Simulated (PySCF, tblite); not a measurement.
# C6H16N2Si: geometry, infrared bands and NMR shifts

Wanted: the infrared bands and NMR shifts of C6H16N2Si (`CN1CCC[C@H]([SiH3])N1C`), by calculation.

Programs: tblite 0.8.0 and PySCF 2.14.0, with density-fitted response routines of our own. Each step states its level of theory. These are calculated values for one molecule in the gas phase, unless marked as measured. Atoms count from 0, in the outputs and in this text.

### Step 1. The molecule as given

25 atoms, charge 0, multiplicity 1; geometry from: force field or distance geometry start.

Bonds of the start (Å): C0–N1 1.42, N1–C2 1.40, C2–C3 1.51, C3–C4 1.53, C4–C5 1.52, C5–Si6 1.87, C5–N7 1.42, N7–C8 1.45, N7–N1 1.38, C0–H9 1.11, C0–H10 1.13, C0–H11 1.12, C2–H12 1.11, C2–H13 1.12, C3–H14 1.09, C3–H15 1.12, C4–H16 1.10, C4–H17 1.11, C5–H18 1.13, Si6–H19 1.48, Si6–H20 1.46, Si6–H21 1.47, C8–H22 1.10, C8–H23 1.12, C8–H24 1.09.

### Step 2. Relaxing the molecule with GFN2-xTB

What the job is given:

```
{"job": {"kind": "relax", "xc": "GFN2-xTB", "basis": "xTB"}, "charge": 0, "multiplicity": 1}
C     -2.229400    -0.526300     1.215500
N     -1.325800    -0.339700     0.138700
C     -1.496900     0.770200    -0.694900
C     -0.539500     1.880100    -0.316000
C      0.850800     1.293300    -0.544000
C      0.978800     0.157600     0.454000
Si     2.699400    -0.569800     0.397500
N     -0.048000    -0.817400     0.321000
C      0.199000    -1.813300    -0.703400
H     -2.013100     0.132100     2.082900
H     -3.285900    -0.302300     0.887900
H     -2.225100    -1.610600     1.496400
H     -1.300100     0.555800    -1.764100
H     -2.537600     1.175500    -0.682600
H     -0.691000     2.812900    -0.867700
H     -0.617000     2.077000     0.786800
H      1.627400     2.066400    -0.416800
H      0.936400     0.887200    -1.570000
H      0.846900     0.651100     1.459800
H      2.753100    -1.675900     1.381500
H      3.086900    -0.997700    -0.944900
H      3.651800     0.454200     0.839300
H     -0.176600    -2.774300    -0.315200
H     -0.403600    -1.592500    -1.626800
H      1.248100    -1.869300    -1.005700
```

Run with:

```console
$ OMP_NUM_THREADS=1 python probes_run.py task.json out
```

One launch serves the whole session: the jobs run in the order shown.

**Question.** This job is followed by: GFN2-xTB harmonic vibrations, gas phase; GIAO PBE0/pcSseg-1 NMR shielding, non-relativistic, gas phase. Predict these results of the whole session: strongest single infrared mode (GFN2-xTB); zero-point energy (GFN2-xTB); ¹³C shifts against TMS (PBE0/pcSseg-1); ¹H shifts against TMS (PBE0/pcSseg-1, means over atoms taken as alike); ¹⁵N shifts against NH3 (PBE0/pcSseg-1); ²⁹Si shifts against TMS (PBE0/pcSseg-1).

**Answer**, as computed:

| quantity | value |
| --- | --- |
| strongest single infrared mode (GFN2-xTB) | 2240 cm⁻¹, 401 km/mol |
| zero-point energy (GFN2-xTB) | 132.9 kcal/mol |
| ¹³C shifts against TMS (PBE0/pcSseg-1) | 45.2, 42.8, 42.0, 41.1, 22.0, 21.5 ppm |
| ¹H shifts against TMS (PBE0/pcSseg-1, means over atoms taken as alike) | 3.76, 3.41, 3.24, 2.81, 2.76, 2.33, 1.95, 1.94, 1.10, 1.10 ppm |
| ¹⁵N shifts against NH3 (PBE0/pcSseg-1) | 96.5, 92.6 ppm |
| ²⁹Si shifts against TMS (PBE0/pcSseg-1) | -67.5 ppm |

Relaxing lowered the energy by 0.719 eV in 118 steps; the close pair that moved most is N1–C2, from 1.399 to 1.456 Å. All 69 modes are real, so the xTB geometry is a minimum. The strongest single mode, at 2240 cm⁻¹, moves mainly H21. GFN2-xTB is a fitted tight-binding method: band positions and strengths are rough. Its intensities can rank the bands wrongly. C2 (sp3 CH2 bonded to N) lies farthest downfield among carbon, at 45.2 ppm; pulled downfield by the heteroatom. At PBE0/pcSseg-1: The largest span, 144 ppm, is at N1, where the paramagnetic term is -151 ppm.
